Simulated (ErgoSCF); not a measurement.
# InH2F (SMILES [H][In]([H])[F]) at UPBE0/STO-3G

What is the vertical electron affinity of InH2F at UPBE0/STO-3G? 

Program for the calculation: ErgoSCF 3.8.

4 further runs of the same task are left out: 1 that didn't finish, 3 set aside as unsound or not needed.

**1. The molecule**

InH2F has 4 atoms, charge 0, and is taken as a singlet. As SMILES, `[H][In]([H])[F]`. Geometry: a GFN2-xTB relaxation, a rough one for these elements and not checked as a minimum.

Bond lengths: In1–F4 1.946 Å, In1–H2 1.693 Å, In1–H3 1.691 Å. Angles: H2–In1–F4 114.4°, H3–In1–F4 114.5°, H2–In1–H3 131.1°.

**2. The energy at UPBE0/STO-3G**

job.ego reads:

```
set_nthreads(1)
molecule_inline
In 0.13073125 0.22172157 -0.00035905
H  3.30928839 -0.13940510 0.02566248
H  -1.68457746 2.85223923 -0.03564023
F  -1.75544219 -2.93457460 0.01031790
EOF
scf.output_mulliken_pop = 1
scf.force_unrestricted = 1
tmpdir = "."
scf.max_number_of_iterations = 100
scf.starting_guess_disturbance = 0.1
scf.convergence_threshold = 1e-06
basis = "STO-3G"
run "PBE0"
```

The basis set STO-3G is read from a file made from the Basis Set Exchange's data (not shown).

Launch:

```bash
$ ergo < job.ego
```

Output:

```text
[...]
INDF Weighted mixed functional:
[...]
INSC Energy   1 =      -5865.59000158255
[...]
INDE PURIFICATION CONVERGED after 38 iterations
[...]
INDE PURIFICATION CONVERGED after 42 iterations
[...]
INDE PURIFICATION CONVERGED after 29 iterations
[...]
INDE E(LUMO) - E(HOMO) <=          0.27856159985 =          7.58004732306 eV
[...]
INSC Energy  12 =      -5784.08067061468  ( diff     -0.000000000078217 )
[...]
RESC CONVERGED after  12 iterations.
RESC FINAL ENERGY:      -5784.08067061468
RESC FINAL <S2> =          0.00000000002
[...]
INSC SCF: dipole_moment_x [atomic units] =       0.08699908
INSC SCF: dipole_moment_y [atomic units] =       0.14872620
INSC SCF: dipole_moment_z [atomic units] =      -0.00007583
[...]
```

It took 6.9 s on 1 thread of Arm Neoverse V2, shared host.

**3. The doublet anion, same level**

job.ego reads:

```
# single point, FH2In
set_nthreads("env")
molecule_inline
In     0.13073125     0.22172157    -0.00035905
H      3.30928839    -0.13940510     0.02566248
H     -1.68457746     2.85223923    -0.03564023
F     -1.75544219    -2.93457460     0.01031790
EOF
scf.convergence_threshold = 1e-06
spin_polarization = 1
scf.output_mulliken_pop = 1
scf.max_number_of_iterations = 100
charge = -1
tmpdir = "."
basis = "STO-3G"
scf.starting_guess_disturbance = 0.1
run "PBE0"
```

The basis set STO-3G is read from a file made from the Basis Set Exchange's data (not shown).

Launch:

```bash
$ ergo < job.ego
```

Output:

```text
[...]
INDF Weighted mixed functional:
[...]
INSC Energy   1 =      -5930.87036946612
[...]
INDE PURIFICATION CONVERGED after 33 iterations
[...]
INDE PURIFICATION CONVERGED after 41 iterations
[...]
INDE PURIFICATION CONVERGED after 29 iterations
[...]
INDE E(LUMO) - E(HOMO) <=          0.30243002334 =          8.22954021678 eV
[...]
INSC Energy  12 =      -5783.89979747083  ( diff     -0.000000000052751 )
[...]
RESC CONVERGED after  12 iterations.
RESC FINAL ENERGY:      -5783.89979747083
RESC FINAL <S2> =          0.75529005248
[...]
INSC SCF: dipole_moment_x [atomic units] =       0.06621460
INSC SCF: dipole_moment_y [atomic units] =       0.11200413
INSC SCF: dipole_moment_z [atomic units] =      -0.00103001
[...]
```

Run time: 6.9 s. Hardware: 1 thread of Arm Neoverse V2, shared host.

**4. What came out**

Level: UPBE0/STO-3G.

| quantity | value |
| --- | --- |
| singlet InH2F: total energy | -5784.08067 Eh |
| singlet InH2F: dipole moment | 0.44 D |
| doublet anion: total energy | -5783.89980 Eh |
| doublet anion: ⟨S²⟩ | 0.755 |
| vertical electron affinity (to the doublet anion) | -4.922 eV |

What this shows: The anion lies 4.92 eV (113 kcal/mol) above the neutral: the electron isn't bound at this level, and such a value depends on the basis. Without diffuse functions anions come out too high. In a minimal basis such a difference can be off by several eV, whatever the method. Mulliken charges (singlet InH2F) run from -0.23 on F4 to +0.51 on In1. Relativity is left out (singlet InH2F) although the molecule holds a heavy atom. Mulliken charges (doublet anion) run from -0.33 on F4 to -0.21 on H3. Relativity is left out (doublet anion) although the molecule holds a heavy atom.
